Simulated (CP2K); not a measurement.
# WAu (F-43m) in CP2K: settings compared

One crystal, WAu, is run at these levels: vdW-DF-cx, PW91, HLE17; tasks: single point.

Everything below comes from runs of CP2K 2026.2. Logs are shortened: lines on timing, memory, paths and dates and some standing lists are left out, and cuts for length are marked.

**1. Starting point**

The structure is cubic, space group F-43m (No. 216). The conventional cell has a = 5.818 Å, b = 5.818 Å, c = 5.818 Å, α = 90.00°, β = 90.00°, γ = 90.00°. Around W (site symmetry -43m) lie 4 Au at 2.52 Å. Au (site symmetry -43m) has 4 W at 2.52 Å as nearest neighbours.

The cell was built by a generator and needn't be a form met in nature.

**2. Single point, vdW-DF-cx**

File wau_scf.inp:

```
&GLOBAL
  PROJECT wau_scf
  RUN_TYPE ENERGY_FORCE
  PRINT_LEVEL LOW
&END GLOBAL
&FORCE_EVAL
  METHOD QS
  STRESS_TENSOR ANALYTICAL
  &DFT
    BASIS_SET_FILE_NAME BASIS_MOLOPT_UZH
    POTENTIAL_FILE_NAME POTENTIAL_UZH
    &MGRID
      CUTOFF 700
      REL_CUTOFF 60
      NGRIDS 5
    &END MGRID
    &QS
      METHOD GPW
      EPS_DEFAULT 1.0E-9
    &END QS
    &KPOINTS
      SCHEME MONKHORST-PACK 8 8 8
      GAMMA_CENTERED T
      SYMMETRY T
      SYMMETRY_BACKEND SPGLIB
    &END KPOINTS
    &SCF
      SCF_GUESS ATOMIC
      EPS_SCF 1.0E-6
      MAX_SCF 100
      ADDED_MOS 16
      CHOLESKY OFF
      EPS_EIGVAL 1.0E-7
      &DIAGONALIZATION ON
        ALGORITHM STANDARD
      &END DIAGONALIZATION
      &MIXING ON
        METHOD BROYDEN_MIXING
        ALPHA 0.4
        BETA 1.5
        NBUFFER 8
      &END MIXING
      &SMEAR ON
        METHOD FERMI_DIRAC
        ELECTRONIC_TEMPERATURE [K] 580.226
      &END SMEAR
    &END SCF
    &XC
      &XC_FUNCTIONAL
        &GGA_X_LV_RPW86
        &END GGA_X_LV_RPW86
        &LDA_C_PW
        &END LDA_C_PW
      &END XC_FUNCTIONAL
      &VDW_POTENTIAL
        POTENTIAL_TYPE NON_LOCAL
        &NON_LOCAL
          TYPE DRSLL
          KERNEL_FILE_NAME vdW_kernel_table.dat
          CUTOFF 300
        &END NON_LOCAL
      &END VDW_POTENTIAL
    &END XC
    &PRINT
      &KPOINTS ON
      &END KPOINTS
      &MULLIKEN ON
      &END MULLIKEN
      &MO ON
        ENERGIES T
        OCCUPATION_NUMBERS T
        &EACH
          QS_SCF 0
        &END EACH
        ADD_LAST NUMERIC
      &END MO
      &E_DENSITY_CUBE ON
        STRIDE 2
      &END E_DENSITY_CUBE
      &V_HARTREE_CUBE ON
        STRIDE 2
      &END V_HARTREE_CUBE
      &ELF_CUBE ON
        STRIDE 2
      &END ELF_CUBE
    &END PRINT
  &END DFT
  &SUBSYS
    &CELL
      A 4.1142442378 0.0000000000 0.0000000000
      B 2.0571221189 3.5630400273 0.0000000000
      C 2.0571221189 1.1876800091 3.3592663533
      PERIODIC XYZ
    &END CELL
    &COORD
      SCALED
      W   0.0000000000 0.0000000000 0.0000000000
      Au  0.7500000000 0.7500000000 0.7500000000
    &END COORD
    &KIND W
      BASIS_SET TZVP-MOLOPT-PBE-GTH-q14
      POTENTIAL GTH-PBE-q14
    &END KIND
    &KIND Au
      BASIS_SET TZVP-MOLOPT-PBE-GTH-q11
      POTENTIAL GTH-PBE-q11
    &END KIND
    &PRINT
      &ATOMIC_COORDINATES ON
      &END ATOMIC_COORDINATES
      &CELL ON
      &END CELL
    &END PRINT
  &END SUBSYS
  &PRINT
    &FORCES ON
    &END FORCES
    &STRESS_TENSOR ON
    &END STRESS_TENSOR
  &END PRINT
&END FORCE_EVAL
```

Potentials or basis: POTENTIAL_UZH W GTH-PBE-q14, Au GTH-PBE-q11; TZVP-MOLOPT-PBE-GTH basis.

On the command line:

```console
$ OMP_NUM_THREADS=1 cp2k.psmp -i wau_scf.inp -o wau_scf.out
```

wau_scf.out:

```text

 CP2K| version string:                                       CP2K version 2026.2
 CP2K| Input file name                                               wau_scf.inp

 GLOBAL| Force Environment number                                              1
 GLOBAL| Basis set file name                                    BASIS_MOLOPT_UZH
 GLOBAL| Potential file name                                       POTENTIAL_UZH
 GLOBAL| MM Potential file name                                     MM_POTENTIAL
 GLOBAL| Coordinate file name                                      __STD_INPUT__
 GLOBAL| Method name                                                        CP2K
 GLOBAL| Project name                                                    wau_scf
 GLOBAL| Run type                                                   ENERGY_FORCE
 GLOBAL| FFT library                                                       FFTW3
[... 8 lines left out ...]
 GLOBAL| CPU model name                                                  UNKNOWN

 CELL| Volume [angstrom^3]:                                            49.244214
 CELL| Vector a [angstrom]:       4.114     0.000     0.000   |a| =     4.114244
 CELL| Vector b [angstrom]:       2.057     3.563     0.000   |b| =     4.114244
 CELL| Vector c [angstrom]:       2.057     1.188     3.359   |c| =     4.114244
 CELL| Angle (b,c), alpha [degree]:                                    60.000000
 CELL| Angle (a,c), beta  [degree]:                                    60.000000
 CELL| Angle (a,b), gamma [degree]:                                    60.000000
 CELL| Numerically orthorhombic:                                              NO
 CELL| Periodicity                                                           XYZ

 CELL_REF| Volume [angstrom^3]:                                        49.244214
 CELL_REF| Vector a [angstrom     4.114     0.000     0.000   |a| =     4.114244
 CELL_REF| Vector b [angstrom     2.057     3.563     0.000   |b| =     4.114244
 CELL_REF| Vector c [angstrom     2.057     1.188     3.359   |c| =     4.114244
 CELL_REF| Angle (b,c), alpha [degree]:                                60.000000
 CELL_REF| Angle (a,c), beta  [degree]:                                60.000000
[... 13 lines left out ...]

  Total number of            - Atomic kinds:                                   2
                             - Atoms:                                          2
                             - Shell sets:                                     2
                             - Shells:                                        21
                             - Primitive Cartesian functions:                 12
                             - Cartesian basis functions:                     81
                             - Spherical basis functions:                     69

  Maximum angular momentum of- Orbital basis functions:                        3
                             - Local part of the GTH pseudopotential:          2
                             - Non-local part of the GTH pseudopotential:      4

 MODULE QUICKSTEP: ATOMIC COORDINATES IN ANGSTROM

   Atom Kind Element         X             Y             Z       Z(eff)     Mass
      1    1 W    74      0.000000      0.000000      0.000000  14.0000 183.8400
      2    2 Au   79      6.171366      3.563040      2.519450  11.0000 196.9666

 SCF PARAMETERS         Density guess:                                    ATOMIC
                        --------------------------------------------------------
                        max_scf:                                             100
[... 7 lines left out ...]
                        --------------------------------------------------------
                        level_shift [a.u.]:                             0.000000
                        added MOs                                        16    0
                        --------------------------------------------------------
                        Mixing method:                            BROYDEN_MIXING
                                                charge density mixing in g-space
                        --------------------------------------------------------
                        Smear method:                                FERMI_DIRAC
                        Electronic temperature [K]:                        580.2
                        Electronic temperature [a.u.]:                  1.84E-03
                        Accuracy threshold:                             1.00E-10
                        --------------------------------------------------------
                        No outer SCF

 *******************************************************************************
                                    Kpoints
 *******************************************************************************
 BRILLOUIN| K-point scheme                                        Monkhorst-Pack
 BRILLOUIN| K-Point grid                                             8    8    8
 BRILLOUIN| Gamma-centered k-point mesh                                     ON
 BRILLOUIN| K-point symmetry accuracy                               0.100000E-05
 BRILLOUIN| K-Point point group symmetrization                                ON
 BRILLOUIN| Symmetry backend                                             SPGLIB
 BRILLOUIN| Symmetry reduction method                                    SPGLIB
 BRILLOUIN| Wavefunction type                                            COMPLEX
 BRILLOUIN| List of Kpoints [2 Pi/Bohr]                                       29
 BRILLOUIN| Number           Weight            X              Y              Z
 BRILLOUIN|     1           0.01562       -0.37500       -0.37500       -0.37500
 BRILLOUIN|     2           0.04688       -0.37500       -0.37500       -0.25000
 BRILLOUIN|     3           0.04688       -0.37500       -0.37500       -0.12500
 BRILLOUIN|     4           0.01172       -0.37500       -0.37500        0.00000
 BRILLOUIN|     5           0.04688       -0.37500       -0.37500        0.12500
 BRILLOUIN|     6           0.02344       -0.37500       -0.37500        0.25000
[... 21 lines left out ...]
 BRILLOUIN|    28           0.00781        0.00000        0.00000        0.50000
 BRILLOUIN|    29           0.00586        0.00000        0.50000        0.50000
 *******************************************************************************

 Extrapolation method: initial_guess

 Number of electrons:                                                         25
 Number of occupied orbitals:                                                 13
 Number of molecular orbitals:                                                29

 Number of orbital functions:                                                 69
 Number of independent orbital functions:                                     69

 SCF WAVEFUNCTION OPTIMIZATION

  Step     Update method      Time    Convergence         Total energy    Change
  ------------------------------------------------------------------------------
     1 NoMix/Diag. 0.40E+00    4.3     1.54468607      -101.2109458727 -1.01E+02
     2 Broy./Diag. 0.40E+00    4.1     0.12181015      -103.3312741678 -2.12E+00
     3 Broy./Diag. 0.40E+00    4.0     0.07273631      -102.2720133681  1.06E+00
     4 Broy./Diag. 0.40E+00    4.0     0.04481774      -101.4790997845  7.93E-01
     5 Broy./Diag. 0.40E+00    4.0     0.01027538      -101.1273216192  3.52E-01
     6 Broy./Diag. 0.40E+00    4.1     0.00747609      -101.1453369351 -1.80E-02
     7 Broy./Diag. 0.40E+00    4.1     0.00759518      -101.1411763260  4.16E-03
     8 Broy./Diag. 0.40E+00    4.1     0.00338451      -101.1358369841  5.34E-03
     9 Broy./Diag. 0.40E+00    4.1     0.00028759      -101.1365895455 -7.53E-04
    10 Broy./Diag. 0.40E+00    4.1     0.00053009      -101.1359189941  6.71E-04
    11 Broy./Diag. 0.40E+00    4.1     0.00020106      -101.1354713765  4.48E-04
    12 Broy./Diag. 0.40E+00    4.1     0.00012464      -101.1357429865 -2.72E-04
    13 Broy./Diag. 0.40E+00    4.1     0.00003268      -101.1358226192 -7.96E-05
    14 Broy./Diag. 0.40E+00    4.1     0.00000569      -101.1358262299 -3.61E-06
    15 Broy./Diag. 0.40E+00    4.1     0.00000049      -101.1358226406  3.59E-06

  *** SCF run converged in    15 steps ***

  Electronic density on regular grids:        -24.9999999954        0.0000000046
  Core density on regular grids:               24.9999999697       -0.0000000303
  Total charge density on r-space grids:       -0.0000000257
  Total charge density g-space grids:          -0.0000000257

  Overlap energy of the core charge distribution:               0.00000035228105
  Self energy of the core charge distribution:               -160.11702012804682
  Core Hamiltonian energy:                                     39.99244612428574
  Hartree energy:                                              31.74734657886761
  Exchange-correlation energy:                                -12.88382787715635
  Dispersion energy:                                            0.12594092015923
  Electronic entropic energy:                                  -0.00070861106800
  Fermi energy:                                                 0.27185887339886

  Total energy:                                              -101.13582264055563
  Total energy (extrapolated to T->0):                       -101.13546833502163

 MO| EIGENVALUES AND OCCUPATION NUMBERS FOR K POINT 1
 MO|
 MO|  Index      Eigenvalue [a.u.]        Eigenvalue [eV]             Occupation
 MO|      1              -2.449517             -66.654734               2.000000
 MO|      2              -1.147655             -31.229284               2.000000
 MO|      3              -1.147211             -31.217193               2.000000
 MO|      4              -1.147211             -31.217191               2.000000
 MO|      5               0.038309               1.042446               2.000000
 MO|      6               0.054970               1.495802               2.000000
[... 476 lines left out ...]
 MO|     28               1.114614              30.330185               0.000000
 MO|     29               1.147921              31.236512               0.000000
 MO| Sum:                                                              25.898122
 MO| E(Fermi):            0.271859 a.u.          7.397656 eV

 [... the levels of further k-points ...]

 The electron density is written in Cube    file format to the file:

 wau_scf-ELECTRON_DENSITY-1_0.cube

 !-----------------------------------------------------------------------------!
                     Mulliken Population Analysis

 #  Atom  Element  Kind  Atomic population                           Net charge
       1     W        1         13.980732                              0.019268
       2     Au       2         11.019268                             -0.019268
 # Total charge                             25.000000                  0.000000

 !-----------------------------------------------------------------------------!

               ----- ELF is computed on the real space grid -----

 ELF is written in Cube    file format to the file:

 wau_scf-ELF_S1-1_0.cube

 ENERGY| Total FORCE_EVAL ( QS ) energy [hartree]           -101.135822847372381

 FORCES| Atomic forces [hartree/bohr]
 FORCES|   Atom     x               y               z               |f|
 FORCES|      1 -6.43157775E-09 -9.79841426E-09  3.43522999E-09   1.22137185E-08
 FORCES|      2  1.14246360E-07  7.20853698E-08  4.05960879E-08   1.41055215E-07
 FORCES| Sum     1.07814782E-07  6.22869555E-08  4.40313179E-08
 FORCES| Total atomic force                                       1.32069864E-07

 STRESS| Analytical stress tensor [bar]
 STRESS|                        x                   y                   z
 STRESS|      x       -1.46897024855E+04  -2.31356718506E-01  -2.17000300910E-01
 STRESS|      y       -2.31356718506E-01  -1.46895072540E+04  -2.39372332995E-02
 STRESS|      z       -2.17000300910E-01  -2.39372332995E-02  -1.46899314514E+04
 STRESS| 1/3 Trace                                            -1.46897137303E+04
 STRESS| Determinant                                          -3.16985938282E+12

 STRESS| Eigenvectors and eigenvalues of the analytical stress tensor [bar]
 STRESS|                        1                   2                   3
 STRESS| Eigenvalues  -1.46900995033E+04  -1.46897069973E+04  -1.46893346903E+04
 STRESS|      x           0.574142215363      0.557421570071     -0.599701517221
 STRESS|      y           0.255719951806      0.573729263385      0.778101560584
 STRESS|      z           0.777796903302     -0.600096596853      0.186858373265
```

Run time: 82 s. Hardware: 1 thread of Arm Neoverse V2, shared host; peak memory 0.57 GiB.

What came out:

```yaml
Free_energy: -2752.0457 eV
Pressure: -1.5 GPa
Band_gap_on_the_k_mesh: none (metal or under the smearing width)
Mulliken_charges: W +0.02; Au -0.02 e
```

Caveat: Mulliken charges move with the basis; the potentials were made for another functional, which shifts forces and pressure; the basis of atomic orbitals isn't converged, which shifts pressures, moduli and gaps. The run has no spin-orbit coupling, so splittings on Au, W are missing.

**3. Single point, PW91**

wau_scf.inp: that of step 2 with these lines changed.

```diff
@@ -49,15 +49,7 @@
       &XC_FUNCTIONAL
-        &GGA_X_LV_RPW86
-        &END GGA_X_LV_RPW86
-        &LDA_C_PW
-        &END LDA_C_PW
+        &GGA_X_PW91
+        &END GGA_X_PW91
+        &GGA_C_PW91
+        &END GGA_C_PW91
       &END XC_FUNCTIONAL
-      &VDW_POTENTIAL
-        POTENTIAL_TYPE NON_LOCAL
-        &NON_LOCAL
-          TYPE DRSLL
-          KERNEL_FILE_NAME vdW_kernel_table.dat
-          CUTOFF 300
-        &END NON_LOCAL
-      &END VDW_POTENTIAL
     &END XC
```

Potentials or basis: POTENTIAL_UZH W GTH-PBE-q14, Au GTH-PBE-q11; TZVP-MOLOPT-PBE-GTH basis.

On the command line:

```console
$ OMP_NUM_THREADS=1 cp2k.psmp -i wau_scf.inp -o wau_scf.out
```

It took 79 s on 1 thread of Arm Neoverse V2, shared host; peak memory 0.49 GiB.

Results (log left out):

* Free energy: -2753.9707 eV
* Pressure: 1.7 GPa
* Band gap on the k mesh: none (metal or under the smearing width)
* Mulliken charges: W +0.04; Au -0.04 e

Levels at points of the mesh, in eV from the Fermi level:
```csv
k point,band 10,band 11,band 12,band 13,band 14,band 15,band 16,band 17
"(0.00, 0.00, 0.00)",-5.77,-0.74,-0.74,-0.74,1.51,1.51,9.88,11.32
"(0.00, 0.00, 0.50)",-4.97,-1.83,-0.27,-0.27,1.36,1.36,2.02,7.82
"(0.00, 0.50, 0.50)",-3.96,-2.76,0.39,1.25,1.47,1.47,2.73,3.43
```

Caveat: Mulliken charges move with the basis; the potentials were made for another functional, which shifts forces and pressure; the basis of atomic orbitals isn't converged, which shifts pressures, moduli and gaps. Spin-orbit coupling is left out, which matters for the levels of Au, W.

(Continued in part 2 of 2.)
